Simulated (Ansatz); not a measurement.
# F2H2OSi: the cost of one run

Program: Ansatz 0.2.0. Level of theory: RKS BHLYP-D4/def2-SVP. These are calculated values, not measurements.

**1. The structure to begin with**

Bond lengths: Si1–H2 1.660 Å, Si1–F3 1.790 Å, Si1–F4 1.589 Å, Si1–O5 1.679 Å, O5–H6 1.010 Å. Angles: H2–Si1–F3 43.3°, H2–Si1–F4 122.2°, H2–Si1–O5 122.2°, F3–Si1–F4 122.7°, F3–Si1–O5 122.7°, F4–Si1–O5 109.5°, Si1–O5–H6 109.5°.

Coordinates:

```xyz
6

Si    0.0000    0.0000    0.0000
H     0.8854    0.0000    1.4041
F     1.7331    0.0000    0.4480
F    -0.7489    1.2974   -0.5295
O    -0.7913   -1.3709   -0.5594
H    -1.2459   -1.8365    0.2129
```

**2. Pulling towards end A**

Springs on the bonds that form and break draw the guess towards this end; the thresholds are loose.

Input file input.yaml:

```yaml
crystal:
  periodic: [false, false, false]
  atoms:
    - { symbol: Si, position_ang: [0.0, 0.0, 0.0] }
    - { symbol: H, position_ang: [0.8854, 0.0, 1.4041] }
    - { symbol: F, position_ang: [1.7331, 0.0, 0.448] }
    - { symbol: F, position_ang: [-0.7489, 1.2974, -0.5295] }
    - { symbol: O, position_ang: [-0.7913, -1.3709, -0.5594] }
    - { symbol: H, position_ang: [-1.2459, -1.8365, 0.2129] }
basis:
  gaussian: { orbitals: def2-SVP }
hamiltonian:
  xc: { name: BHLYP }
  dispersion: d4
relax:
  f_tol: 0.15
  max_steps: 25
  restrain:
    - { distance: [1, 2], at: 2.12, k: 30.0 }
    - { distance: [0, 1], at: 1.46, k: 30.0 }
    - { distance: [0, 2], at: 1.59, k: 30.0 }
```

Launch:

```console
> ansatz run input.yaml --threads 1 --pin off --max-ram 2048MiB --backend cpu --events-out ev --progress --plain --runs-dir out
```

What time and memory should one allow on 1 thread of Arm Neoverse V2, shared host?

About 17 s, with a peak of 0.14 GiB.
